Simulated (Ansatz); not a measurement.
# C₅H₁₂AlClN₂: up Jacob's ladder to CCSD(T)

One table from this session's results is given with a row withheld; the runs are named, their logs left out.

The runs use Ansatz 0.2.0, Gaussian basis; functionals in def2-TZVPP, the program's frozen cores in correlated methods.

Plan: LDA (SPW92), PBE-D4, revPBE-D4, BLYP-D4, r2SCAN-D4, B97M-V, PBE0-D4, B3LYP-D4, r2SCANh-D4, r2SCAN0-D4, HSE06-D4, BHLYP-D4, CAM-B3LYP-D4, LC-ωPBE, ωB97X-V, ωB97M-V, B2PLYP, PBE-QIDH; CCSD(T)/def2-SVP; CCSD(T)/def2-TZVPP; MP2/def2-QZVPP; extrapolation to the limit; RPA on PBE.

## Structure used throughout

The geometry comes from an earlier relaxation with PBE0-D4 in a triple-zeta def2 set; it is a stationary point, not always the lowest conformer.

21 atoms, charge 0, spin multiplicity 1.

Atoms are counted from 1 here; the program's logs count them from 0.

Bond lengths: C1–C2 1.489 Å, C1–H10 1.094 Å, C1–H11 1.090 Å, C1–H12 1.089 Å, C2–N3 1.326 Å, C2–N8 1.326 Å, N3–C4 1.434 Å, N3–Al5 1.919 Å, C4–H13 1.090 Å, C4–H14 1.096 Å, C4–H15 1.097 Å, Al5–C6 1.946 Å, Al5–Cl7 2.134 Å, Al5–N8 1.919 Å, C6–H16 1.094 Å, C6–H17 1.094 Å, C6–H18 1.094 Å, N8–C9 1.434 Å and more. Angles: C2–C1–H10 109.5°, C2–C1–H11 111.0°, C2–C1–H12 111.1°, H10–C1–H11 107.8°, H10–C1–H12 107.9°, H11–C1–H12 109.3°, C1–C2–N3 124.5°, C1–C2–N8 124.6°, N3–C2–N8 110.9°, C2–N3–C4 124.1°, C2–N3–Al5 89.9°, C4–N3–Al5 146.0°, N3–C4–H13 108.9°, N3–C4–H14 112.6°, N3–C4–H15 112.4°, H13–C4–H14 107.4°, H13–C4–H15 107.2°, H14–C4–H15 108.0° and more.

Geometry (Å):

```xyz
21
C5H12AlClN2
C    -0.6733   -2.1458   -0.0950
C    -0.1613   -0.7511   -0.1922
N     1.0315   -0.3582    0.2339
C     2.0052   -1.2332    0.8193
Al    0.6306    1.4370   -0.3140
C     0.4064    2.8015    1.0557
Cl    1.6966    2.0147   -2.0697
N    -0.8426    0.2680   -0.6980
C    -2.1614    0.1610   -1.2510
H    -1.1651   -2.2880    0.8718
H     0.1414   -2.8661   -0.1639
H    -1.4036   -2.3512   -0.8766
H     2.8647   -0.6436    1.1373
H     1.6225   -1.7585    1.7020
H     2.3722   -1.9844    0.1095
H    -0.1493    2.4240    1.9192
H     1.3731    3.1662    1.4165
H    -0.1328    3.6712    0.6679
H    -2.8866   -0.2435   -0.5357
H    -2.1873   -0.4640   -2.1518
H    -2.5056    1.1542   -1.5384
```

The first run:

Input file in.yaml:

```yaml
crystal:
  periodic: [false, false, false]
  atoms:
    - {symbol: C, position_ang: [-0.673264, -2.145799, -0.094976]}
    - {symbol: C, position_ang: [-0.161255, -0.751071, -0.192173]}
    - {symbol: N, position_ang: [1.031545, -0.358152, 0.233917]}
    - {symbol: C, position_ang: [2.005179, -1.233162, 0.819326]}
    - {symbol: Al, position_ang: [0.630628, 1.437044, -0.314046]}
    - {symbol: C, position_ang: [0.406444, 2.801530, 1.055738]}
    - {symbol: Cl, position_ang: [1.696635, 2.014701, -2.069690]}
    - {symbol: N, position_ang: [-0.842550, 0.267982, -0.697965]}
    - {symbol: C, position_ang: [-2.161358, 0.161015, -1.251037]}
    - {symbol: H, position_ang: [-1.165142, -2.287954, 0.871816]}
    - {symbol: H, position_ang: [0.141375, -2.866092, -0.163911]}
    - {symbol: H, position_ang: [-1.403611, -2.351188, -0.876588]}
    - {symbol: H, position_ang: [2.864704, -0.643604, 1.137295]}
    - {symbol: H, position_ang: [1.622547, -1.758524, 1.702010]}
    - {symbol: H, position_ang: [2.372178, -1.984432, 0.109522]}
    - {symbol: H, position_ang: [-0.149294, 2.423979, 1.919225]}
    - {symbol: H, position_ang: [1.373066, 3.166234, 1.416509]}
    - {symbol: H, position_ang: [-0.132841, 3.671174, 0.667945]}
    - {symbol: H, position_ang: [-2.886633, -0.243509, -0.535677]}
    - {symbol: H, position_ang: [-2.187286, -0.463979, -2.151819]}
    - {symbol: H, position_ang: [-2.505566, 1.154209, -1.538421]}
basis:
  gaussian: {orbitals: def2-TZVPP}
hamiltonian: {xc: lda}
output: {orbitals: {seedname: orbitals}}
```

The run is started by

```sh
> ansatz run in.yaml --threads 4 --pin off --events-out ev --progress --plain --max-ram 46080MiB --backend cuda --devices 0, --max-vram 37GiB
```

Steps of the session up to this table: LDA; PBE-D4 (GGA); revPBE-D4 (GGA); BLYP-D4 (GGA); r2SCAN-D4 (meta-GGA); B97M-V (meta-GGA); B3LYP-D4 (hybrid); r2SCANh-D4 (hybrid); r2SCAN0-D4 (hybrid); HSE06-D4 (hybrid); BHLYP-D4 (hybrid); CAM-B3LYP-D4 (range-separated); LC-ωPBE (range-separated); ωB97X-V (range-separated); ωB97M-V (range-separated); B2PLYP (double hybrid); PBE-QIDH (double hybrid).

One table of the session follows, with a row left open; its other results are not shown here.

It belongs to the step «Orbital energies across the functionals». 

```
  functional  HOMO (eV)  gap (eV)
 LDA (SPW92)      -5.45      4.07
      PBE-D4      -5.31      4.15
   revPBE-D4      -5.25      4.18
     BLYP-D4      -5.18      4.14
   r2SCAN-D4      -5.53      4.57
      B97M-V      -5.61      4.71
     PBE0-D4      -6.51      6.31
    B3LYP-D4      -6.31      5.87
  r2SCANh-D4      -5.98      5.38
  r2SCAN0-D4      -6.67      6.60
    HSE06-D4      -6.12      5.53
    BHLYP-D4      -7.64      8.48
CAM-B3LYP-D4      -7.83      8.73
     LC-ωPBE      -9.15     11.20
     ωB97X-V      -8.82     10.78
     ωB97M-V          ?         ?
```

**Question.** Estimate the row for ωB97M-V.

The run gave: HOMO (eV): -8.73; gap (eV): 10.44. In the column «HOMO (eV)» it lies between ωB97X-V (-8.82) and CAM-B3LYP-D4 (-7.83).
